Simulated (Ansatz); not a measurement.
**GeH₃NaS: one structure at several levels**

Aim: energy, forces and dipole at a structure displaced at random from a GFN2-xTB minimum, from CCSD(T) and from density functionals.

The runs use Ansatz 0.2.0, Gaussian basis; single points in def2-TZVPP.

Cores are frozen in the correlated methods. Filled d shells of the heavier atoms are correlated. The outer core shell of Li, Na, Mg and K is correlated.

**1. The system as given**

SMILES `[Na][S][GeH3]`, 6 atoms, charge 0, spin multiplicity 1.

Atoms are counted from 1 here; the program's logs count them from 0.

Bond lengths: Na1–S2 2.585 Å, S2–Ge3 2.035 Å, Ge3–H4 1.440 Å, Ge3–H5 1.595 Å, Ge3–H6 1.584 Å. Angles: Na1–S2–Ge3 107.9°, S2–Ge3–H4 115.3°, S2–Ge3–H5 104.0°, S2–Ge3–H6 115.9°, H4–Ge3–H5 108.8°, H4–Ge3–H6 103.0°, H5–Ge3–H6 109.8°.

Geometry (Å):

```
Na   -0.0002   -2.6070    1.6857
S     1.2208   -0.9286    0.1449
Ge   -0.0898    0.5560   -0.3238
H    -1.2909    0.1291   -0.9934
H     0.7360    1.5035   -1.3060
H    -0.6430    1.4005    0.8965
```

**2. CCSD(T)/def2-TZVPP**

Contents of run/in.yaml:

```yaml
crystal:
  periodic: [false, false, false]
  atoms:
    - {symbol: Na, position_ang: [-0.000200, -2.607000, 1.685700]}
    - {symbol: S, position_ang: [1.220800, -0.928600, 0.144900]}
    - {symbol: Ge, position_ang: [-0.089800, 0.556000, -0.323800]}
    - {symbol: H, position_ang: [-1.290900, 0.129100, -0.993400]}
    - {symbol: H, position_ang: [0.736000, 1.503500, -1.306000]}
    - {symbol: H, position_ang: [-0.643000, 1.400500, 0.896500]}
basis:
  gaussian: {orbitals: def2-TZVPP}
correlation: {method: ccsd_t}
output: {forces: true}
```

No record of the launch command was kept for these runs.

**3. PBE0-D4/def2-TZVPP**

Changes to run/in.yaml since step 2:

```diff
@@ -11,3 +11,3 @@
   gaussian: {orbitals: def2-TZVPP}
-correlation: {method: ccsd_t}
-output: {forces: true}
+hamiltonian: {xc: pbe0, dispersion: d4}
+output: {forces: true, orbitals: {seedname: orbitals}}
```

**4. wB97M-V/def2-TZVPP**

Changes to run/in.yaml since step 3:

```diff
@@ -11,3 +11,3 @@
   gaussian: {orbitals: def2-TZVPP}
-hamiltonian: {xc: pbe0, dispersion: d4}
-output: {forces: true, orbitals: {seedname: orbitals}}
+hamiltonian: {xc: {name: wB97M-V}}
+output: {forces: true}
```

**5. r2SCAN-D4/def2-TZVPP**

Changes to run/in.yaml since step 4:

```diff
@@ -11,3 +11,3 @@
   gaussian: {orbitals: def2-TZVPP}
-hamiltonian: {xc: {name: wB97M-V}}
+hamiltonian: {xc: r2scan, dispersion: d4}
 output: {forces: true}
```

**6. PBE-D4/def2-TZVPP**

Changes to run/in.yaml since step 5:

```diff
@@ -11,3 +11,3 @@
   gaussian: {orbitals: def2-TZVPP}
-hamiltonian: {xc: r2scan, dispersion: d4}
+hamiltonian: {xc: pbe, dispersion: d4}
 output: {forces: true}
```

**7. B97M-V/def2-TZVPP**

Changes to run/in.yaml since step 6:

```diff
@@ -11,3 +11,3 @@
   gaussian: {orbitals: def2-TZVPP}
-hamiltonian: {xc: pbe, dispersion: d4}
+hamiltonian: {xc: {name: B97M-V}}
 output: {forces: true}
```

**8. r2SCAN0-D4/def2-TZVPP**

Changes to run/in.yaml since step 7:

```diff
@@ -11,3 +11,3 @@
   gaussian: {orbitals: def2-TZVPP}
-hamiltonian: {xc: {name: B97M-V}}
+hamiltonian: {xc: {name: r2SCAN0}, dispersion: d4}
 output: {forces: true}
```

(Steps that only read results are left out.)

Q: Predict the outcome of this session. Wanted: energy less free atoms, CCSD(T)/def2-TZVPP; RMS force component; RMS force error; HOMO and LUMO, PBE0-D4; T1 diagnostic.

The runs gave:

| quantity | value |
| --- | --- |
| energy less free atoms, CCSD(T)/def2-TZVPP | -14.495 eV |
| RMS force component | 1.215 to 1.317 eV/Å over the methods |
| RMS force error | PBE0-D4 0.083, wB97M-V 0.039, r2SCAN-D4 0.087, PBE-D4 0.113, B97M-V 0.144, r2SCAN0-D4 0.113 eV/Å |
| HOMO and LUMO, PBE0-D4 | -5.51 and -1.92 eV |
| T1 diagnostic | 0.010 |

**Reading.** Against CCSD(T) the functionals' energies less atoms differ by -0.643 to -0.032 eV, PBE-D4 by -0.069 eV. CCSD(T) in triple zeta still lacks some correlation energy of the bonds, so part of these gaps is its own basis error and they don't rank the functionals. For forces wB97M-V does best and B97M-V worst. Frozen-core CCSD(T) forces in triple zeta carry basis errors of their own, and this is one geometry, so small gaps rank nothing.
